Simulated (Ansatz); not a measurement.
# MnAu2 (I4/mmm): exchange couplings and spin waves

How strongly are the moments of MnAu2 (I4/mmm) coupled, and at what temperature would they order?

The COD entry's cell or inner coordinates are ideal or old and differ from later refinements, so a difference from it is no clean test against experiment.

Computed with Ansatz 0.2.0 (DFT PBEsol, scalar-relativistic, plane waves, PAW, unless a step's input says otherwise).

3 further runs of the same task are left out: 2 that didn't finish, 1 set aside as unsound or not needed.

**1. Starting point**

The structure is tetragonal, space group I4/mmm (No. 139). The conventional cell has a = 3.352 Å, b = 3.352 Å, c = 8.646 Å, α = 90.00°, β = 90.00°, γ = 90.00°. Around Mn (site symmetry 4/mmm) lie 10 Au at 2.75 to 2.93 Å. Au (site symmetry 4mm) is surrounded by 5 Mn at 2.75 to 2.93 Å and 5 Au at 2.78 to 2.83 Å.

Coordinates:

```
CELL_PARAMETERS angstrom
-1.67622 1.67622 4.32311
1.67622 -1.67622 4.32311
1.67622 1.67622 -4.32311
ATOMIC_POSITIONS crystal
Mn 0.00000 0.00000 0.00000
Au 0.33932 0.33932 0.00000
Au 0.66068 0.66068 0.00000
```

Origin of the cell: volume kept, shape and atoms relaxed. An earlier run on this cell at PBEsol gave -1.72 GPa at 16.196 Å³/atom (14×14×14 mesh), metallic, moments in the atoms' spheres Mn 3.82; Au 0.06 μB.

**2. Exchange couplings, spin waves and anisotropy by the force theorem**

input.yaml

```yaml
crystal:
  lattice:
    - [-1.6762198479, 1.6762198479, 4.3231106141]
    - [1.6762198479, -1.6762198479, 4.3231106141]
    - [1.6762198479, 1.6762198479, -4.3231106141]
  atoms:
    - { symbol: Mn, position: [0.0, 0.0, 0.0], spin: 4.2 }
    - { symbol: Au, position: [0.339324743, 0.339324743, 0.0] }
    - { symbol: Au, position: [0.660675257, 0.660675257, 0.0] }
basis:
  ecutwfc: 420
  ecutrho_ratio: 4
kpoints:
  mp_grid: { grid: [12, 12, 12] }
  band_path:
    path:
      - [[0.0, 0.0, 0.0], [0.0, 0.0, 0.5], [0.25, 0.25, 0.25], [0.0, 0.5, 0.0], [0.0, 0.0, 0.0], [0.5, 0.5, -0.5], [0.28758454, 0.71241546, -0.28758454]]
      - [[-0.28758454, 0.28758454, 0.28758454], [0.0, 0.0, 0.0]]
      - [[0.0, 0.0, 0.5], [-0.07516909, 0.07516909, 0.5]]
      - [[0.5, 0.5, -0.07516909], [0.5, 0.5, -0.5]]
    npoints: 6
hamiltonian:
  xc: pbesol
scf:
  occupations: { method: gaussian, width: 0.05 }
  lower_state_search: "off"
output:
  forces: true
  stress: true
  eigenvalues: true
  populations: true
  eigenstates:
    nscf_kmesh: { grid: [12, 12, 12] }
    top_band: c58
    exchange_couplings: { magnetic: [{ site: 0 }] }
    magnetocrystalline_anisotropy: {}
magnetization:
  spin_polarized: true
checkpoint:
  read: start.run
  write: ck
  compress: false
  write_wavefunctions: false
  write_every: 100000
```

It reads its starting density from start.run, saved by an earlier run on this cell.

The run is started by

```sh
> ansatz run input.yaml --threads 4 --pin off --max-ram 9216MiB --backend cpu --events-out ev --progress --plain --runs-dir out
```

What does the calculation give? Wanted: strongest shell; highest spin wave on the path; mean-field ordering temperature; anisotropy.

As calculated:

```
                       quantity                               value
                strongest shell  Mn–Mn at 4.93 Å, J = 5.835 meV × 8
  highest spin wave on the path                           135.6 meV
mean-field ordering temperature     733 K at q = (0.00, 0.00, 0.00)
                     anisotropy                        not resolved
```

**Reading.** The shell that weighs most is Mn–Mn at 4.93 Å and favours parallel moments. No spin-wave energy is negative on the path. Mean-field theory leaves out fluctuations and tends to put the ordering too high. The program gives no random-phase temperature (mean unsettled). The couplings belong to the order typed, which need not be the compound's real one. The anisotropy, 0.4476 meV per cell, is smaller than its spread over meshes, so no easy axis is named. Spin–orbit coupling enters the anisotropy alone, not the self-consistent state or the couplings.
